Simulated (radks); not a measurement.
**Ionising osmium step by step, Os¹⁹⁺ to Os³⁷⁺**

Wanted: the ionisation ladder of osmium and its errors against NIST. Each value is a difference of total energies (Δ-SCF).

Method: scalar-relativistic Kohn-Sham, r2SCAN, spin-polarised, spherical densities, finite nucleus; open shells are filled with parallel spins first. Code: radks (a radial shooting solver on a logarithmic mesh, Libxc functionals) version 1.

## Step 1: What is computed

- element: osmium (Z = 76)
- charges: 19 to 37
- first configuration: [Kr] 4d10 4f11
- last configuration: [Kr] 4d3

Outer shells as boxes (Hund's rule):

Os¹⁹⁺
```
[Kr] core
4d [↑↓][↑↓][↑↓][↑↓][↑↓]
4f [↑↓][↑↓][↑↓][↑↓][↑ ][↑ ][↑ ]
```

Os³⁷⁺
```
[Kr] core
4d [↑ ][↑ ][↑ ][  ][  ]
```

## Step 2: Os¹⁹⁺, [Kr] 4d10 4f11

The run's settings:

```text
Z 76
configuration [Kr] 4d10 4f11
relativity scalar-relativistic
functional r2scan,r2scan
spin polarised
nucleus finite rms 5.4126 fm
c 137.035999084
```

## Step 3: Os²⁰⁺, [Kr] 4d10 4f10

Changes since step 2:

```diff
@@ -1,3 +1,3 @@
 Z 76
-configuration [Kr] 4d10 4f11
+configuration [Kr] 4d10 4f10 5s0 5p0
 relativity scalar-relativistic
```

## Step 4: Os²¹⁺, [Kr] 4d10 4f9

The run's settings:

```text
Z 76
configuration [Kr] 4d10 4f9
relativity scalar-relativistic
functional r2scan,r2scan
spin polarised
nucleus finite rms 5.4126 fm
c 137.035999084
```

## Step 5: Os²²⁺, [Kr] 4d10 4f8

Changes since step 4:

```diff
@@ -1,3 +1,3 @@
 Z 76
-configuration [Kr] 4d10 4f9
+configuration [Kr] 4d10 4f8
 relativity scalar-relativistic
```

## Step 6: Os²³⁺, [Kr] 4d10 4f7

Changes since step 5:

```diff
@@ -1,3 +1,3 @@
 Z 76
-configuration [Kr] 4d10 4f8
+configuration [Kr] 4d10 4f7
 relativity scalar-relativistic
```

## Step 7: Os²⁴⁺, [Kr] 4d10 4f6

Changes since step 6:

```diff
@@ -1,3 +1,3 @@
 Z 76
-configuration [Kr] 4d10 4f7
+configuration [Kr] 4d10 4f6
 relativity scalar-relativistic
```

## Step 8: Os²⁵⁺, [Kr] 4d10 4f5

Changes since step 7:

```diff
@@ -1,3 +1,3 @@
 Z 76
-configuration [Kr] 4d10 4f6
+configuration [Kr] 4d10 4f5
 relativity scalar-relativistic
```

## Step 9: Os²⁶⁺, [Kr] 4d10 4f4

Changes since step 8:

```diff
@@ -1,3 +1,3 @@
 Z 76
-configuration [Kr] 4d10 4f5
+configuration [Kr] 4d10 4f4 5s0 5p0
 relativity scalar-relativistic
```

## Step 10: Os²⁷⁺, [Kr] 4d10 4f3

The run's settings:

```text
Z 76
configuration [Kr] 4d10 4f3
relativity scalar-relativistic
functional r2scan,r2scan
spin polarised
nucleus finite rms 5.4126 fm
c 137.035999084
```

## Step 11: Os²⁸⁺, [Kr] 4d10 4f2

Changes since step 10:

```diff
@@ -1,3 +1,3 @@
 Z 76
-configuration [Kr] 4d10 4f3
+configuration [Kr] 4d10 4f2 5s0 5p0
 relativity scalar-relativistic
```

## Step 12: Os²⁹⁺, [Kr] 4d10 4f1

The run's settings:

```text
Z 76
configuration [Kr] 4d10 4f1
relativity scalar-relativistic
functional r2scan,r2scan
spin polarised
nucleus finite rms 5.4126 fm
c 137.035999084
```

## Step 13: Os³⁰⁺, [Kr] 4d10

Changes since step 12:

```diff
@@ -1,3 +1,3 @@
 Z 76
-configuration [Kr] 4d10 4f1
+configuration [Kr] 4d10
 relativity scalar-relativistic
```

## Step 14: Os³¹⁺, [Kr] 4d9

Changes since step 13:

```diff
@@ -1,3 +1,3 @@
 Z 76
-configuration [Kr] 4d10
+configuration [Kr] 4d9
 relativity scalar-relativistic
```

## Step 15: Os³²⁺, [Kr] 4d8

Changes since step 14:

```diff
@@ -1,3 +1,3 @@
 Z 76
-configuration [Kr] 4d9
+configuration [Kr] 4d8
 relativity scalar-relativistic
```

## Step 16: Os³³⁺, [Kr] 4d7

Changes since step 15:

```diff
@@ -1,3 +1,3 @@
 Z 76
-configuration [Kr] 4d8
+configuration [Kr] 4d7 5s0 5p0
 relativity scalar-relativistic
```

## Step 17: Os³⁴⁺, [Kr] 4d6

Changes since step 16:

```diff
@@ -1,3 +1,3 @@
 Z 76
-configuration [Kr] 4d7 5s0 5p0
+configuration [Kr] 4d6
 relativity scalar-relativistic
```

## Step 18: Os³⁵⁺, [Kr] 4d5

Changes since step 17:

```diff
@@ -1,3 +1,3 @@
 Z 76
-configuration [Kr] 4d6
+configuration [Kr] 4d5
 relativity scalar-relativistic
```

## Step 19: Os³⁶⁺, [Kr] 4d4

Changes since step 18:

```diff
@@ -1,3 +1,3 @@
 Z 76
-configuration [Kr] 4d5
+configuration [Kr] 4d4 5s0 5p0
 relativity scalar-relativistic
```

## Step 20: Os³⁷⁺, [Kr] 4d3

Changes since step 19:

```diff
@@ -1,3 +1,3 @@
 Z 76
-configuration [Kr] 4d4 5s0 5p0
+configuration [Kr] 4d3 5s0 5p0
 relativity scalar-relativistic
```

**Question.** What will these runs give? Wanted: for each run, species; configuration; Δ-SCF; −ε(HOMO); NIST; error.

As calculated:

```
species   configuration  Δ-SCF (eV)  −ε(HOMO) (eV)      NIST (eV)  error (%)
  Os¹⁹⁺  [Kr] 4d10 4f11      510.50         489.96   520 (theory)       -1.8
  Os²⁰⁺  [Kr] 4d10 4f10      552.43         531.35   570 (theory)       -3.1
  Os²¹⁺   [Kr] 4d10 4f9      595.41         573.82   620 (theory)       -4.0
  Os²²⁺   [Kr] 4d10 4f8      639.41         617.34   670 (theory)       -4.6
  Os²³⁺   [Kr] 4d10 4f7      700.03         676.82   720 (theory)       -2.8
  Os²⁴⁺   [Kr] 4d10 4f6      747.34         723.62   770 (theory)       -2.9
  Os²⁵⁺   [Kr] 4d10 4f5      795.67         771.46   820 (theory)       -3.0
  Os²⁶⁺   [Kr] 4d10 4f4      845.01         820.31   870 (theory)       -2.9
  Os²⁷⁺   [Kr] 4d10 4f3      895.30         870.15   920 (theory)       -2.7
  Os²⁸⁺   [Kr] 4d10 4f2      946.53         920.94   970 (theory)       -2.4
  Os²⁹⁺   [Kr] 4d10 4f1      998.65         972.63  1015 (theory)       -1.6
  Os³⁰⁺       [Kr] 4d10      1272.2         1247.7  1262 (theory)       +0.8
  Os³¹⁺        [Kr] 4d9      1322.9         1298.3  1311 (theory)       +0.9
  Os³²⁺        [Kr] 4d8      1373.9         1349.1  1364 (theory)       +0.7
  Os³³⁺        [Kr] 4d7      1425.2         1400.3  1420 (theory)       +0.4
  Os³⁴⁺        [Kr] 4d6      1476.6         1451.7  1474 (theory)       +0.2
  Os³⁵⁺        [Kr] 4d5      1547.7         1521.7  1528 (theory)       +1.3
  Os³⁶⁺        [Kr] 4d4      1601.6         1575.5  1606 (theory)       -0.3
```

In words: Reference values: NIST Atomic Spectra Database (exp. measured, semi-emp. semi-empirical, theory a theoretical value adopted there). Per unit of the charge left behind, the cost jumps most at Os³⁰⁺ ([Kr] 4d10): from 998.65 to 1272.2 eV. There the highest level belongs to another shell. Minus the highest eigenvalue gives 96 to 98 % of the Δ-SCF value along the ladder. Open shells are spherical and high-spin; term and fine-structure splittings are not resolved. Spin-orbit splitting is averaged out at the scalar-relativistic level.
